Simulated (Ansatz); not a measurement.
# Zn2C: a single-point run

The task is a single-point run on Zn2C. The structure is shown as the input types it. The cell is built on a prototype (antifluorite) and needn't be the phase found in nature.

Method: density functional or hybrid calculation with the settings of its input, plane waves (as first typed), in Ansatz 0.2.0.

3 further runs of the same task are left out: 1 for a known fault of the program, 2 that didn't finish.

**1. The starting structure**

It takes space group Fm-3m (No. 225, cubic). Conventional cell: a = 5.156 Å, b = 5.156 Å, c = 5.156 Å, α = 90.00°, β = 90.00°, γ = 90.00°. C (site symmetry m-3m) has 8 Zn at 2.23 Å as nearest neighbours. Zn (site symmetry -43m) has 4 C at 2.23 Å as nearest neighbours.

As a file:

```xyz
3
Lattice="0.0000 2.5779 2.5779 2.5779 0.0000 2.5779 2.5779 2.5779 0.0000" Properties=species:S:1:pos:R:3 pbc="T T T"
C     0.0000    0.0000    0.0000
Zn    1.2890    1.2890    1.2890
Zn    3.8669    3.8669    3.8669
```

**2. The calculation**

input.yaml

```yaml
crystal:
  lattice:
    - [0.0, 2.5779490376, 2.5779490376]
    - [2.5779490376, 0.0, 2.5779490376]
    - [2.5779490376, 2.5779490376, 0.0]
  atoms:
    - { symbol: C, position: [0.0, 0.0, 0.0] }
    - { symbol: Zn, position: [0.25, 0.25, 0.25] }
    - { symbol: Zn, position: [0.75, 0.75, 0.75] }
kpoints:
  mp_grid: { grid: [4, 4, 4] }
hamiltonian:
  xc: hse06
scf:
  occupations: { method: methfessel_paxton, width: 4 }
  n_extra_bands: 4
output:
  forces: true
  stress: true
  eigenvalues: true
```

Run with:

```sh
ansatz run input.yaml --threads 4 --pin off --max-ram 3686MiB --backend cpu --events-out ev --progress --plain --runs-dir out
```

Q: Will this input give a usable result? If not, why, and what should change?

The first SCF converged in 10 cycles; a further one, begun by the search for a lower state, ran out of the shared limit after 2. The density residual dr2 fell from 6.1e-9 to 1.8e-9 eV (threshold 0.002) and was still falling. The test that failed last is that of the little group invariance, at 0.0291. This residual alone is not the whole test: the loop closes only when its other checks (energy change, further residuals) pass in the same cycle. Its numbers are not properties of the system.

Look at the input: scf.occupations.method is methfessel_paxton; scf.occupations.width is 4. A smearing of this width stands for electrons at many thousands of kelvin; it empties bonding states and fills antibonding ones.

The cure: set scf.occupations.method to fermi_dirac and scf.occupations.width to 0.02.
